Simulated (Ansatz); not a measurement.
# Vanadium, omega (AlB2-type) under r²SCAN: ground state and equation of state

What does r²SCAN give for vanadium in the omega (AlB2-type) structure? We relax it, solve it on a dense k-mesh, then scale the cell to 7 volumes from 88 to 112 % of the relaxed one and try a fit of the equation of state. The start is ferromagnetic. The k-meshes are 9×9×12 for the relaxation; 11×11×17 for the dense run; 9×9×15 for the volumes.

Method: DFT r2SCAN, plane waves (500 eV) with PAW, scalar-relativistic; PBE-made PAW files, in Ansatz 0.2.0.

## (1) The structure to begin with

The structure is hexagonal, space group P6/mmm (No. 191). The conventional cell has a = 4.275 Å, b = 4.275 Å, c = 2.621 Å, α = 90.00°, β = 90.00°, γ = 120.00°. V (site symmetry 6/mmm) is surrounded by 14 V at 2.62 to 2.79 Å. V (site symmetry -6m2) has 11 V at 2.47 to 2.79 Å as nearest neighbours.

As a file:

```
V
1.0
     4.27512    0.00000    0.00000
    -2.13756    3.70236    0.00000
     0.00000    0.00000    2.62065
V
3
Direct
  0.00000 0.00000 0.00000
  0.33333 0.66667 0.50000
  0.66667 0.33333 0.50000
```

Starting moments (μB): +1 ×3.

## (2) Relaxing cell and atoms

input.yaml

```yaml
crystal:
  lattice:
    - [4.2751219178, 0.0, 0.0]
    - [-2.1375609589, 3.7023641851, 0.0]
    - [0.0, 0.0, 2.6206497356]
  atoms:
    - { symbol: V, position: [0.0, 0.0, 0.0], spin: 1.0 }
    - { symbol: V, position: [0.3333333333, 0.6666666667, 0.5], spin: 1.0 }
    - { symbol: V, position: [0.6666666667, 0.3333333333, 0.5], spin: 1.0 }
hamiltonian:
  xc: r2scan
  pseudopotentials:
    kind: paw
    azcp:
      V: "pseudopotentials/V.paw.azcp"
basis:
  ecutwfc: 500
  fft_grid_basis: typed
kpoints:
  mp_grid: { grid: [9, 9, 12], shift: [0, 0, 0] }
magnetization:
  spin_polarized: true
scf:
  occupations: { method: fermi_dirac, width: 0.05 }
relax:
  max_steps: 60
  f_tol: 0.01
  cell: {}
```

Started as:

```bash
$ ansatz run input.yaml --threads 2 --pin off --max-ram 6144MiB --backend cpu --events-out ev --progress --plain --runs-dir out
```

After this run come: Single point on a dense mesh; Equation of state: 88 %; Equation of state: 92 %; Equation of state: 96 %; Equation of state: 100 %; Equation of state: 104 %; Equation of state: 108 %; Equation of state: 112 %.

What does the calculation give? Wanted: space group; conventional cell; volume; shortest distance; gap on the mesh; magnetic state; relative to bcc; V₀, B₀, B₀′.

The runs gave:

| quantity | value |
| --- | --- |
| space group (spins left aside) | P6/mmm (No. 191) |
| conventional cell | a = 4.436 Å, c = 2.371 Å (c/a = 0.534) |
| volume | 13.469 Å³/atom |
| shortest distance | 2.371 Å |
| gap on the mesh | none (levels filled in part) |
| magnetic state | non-magnetic |
| relative to bcc | +114 meV/atom |
| V₀, B₀, B₀′ | 13.428 Å³/atom, 185 GPa, 3.9 |

In words: From the guessed start the volume shrank by 2.6 % in 7 steps. It lies 114 meV/atom above the element's reference form at the same level (bcc, from a run of its own). The starting moments do not survive. Levels at the Fermi energy are filled in part, as in a metal. The fitted modulus is 185 GPa; letting shape and positions relax at each volume could only lower it. Relaxation kept the symmetry; phonons were not checked.
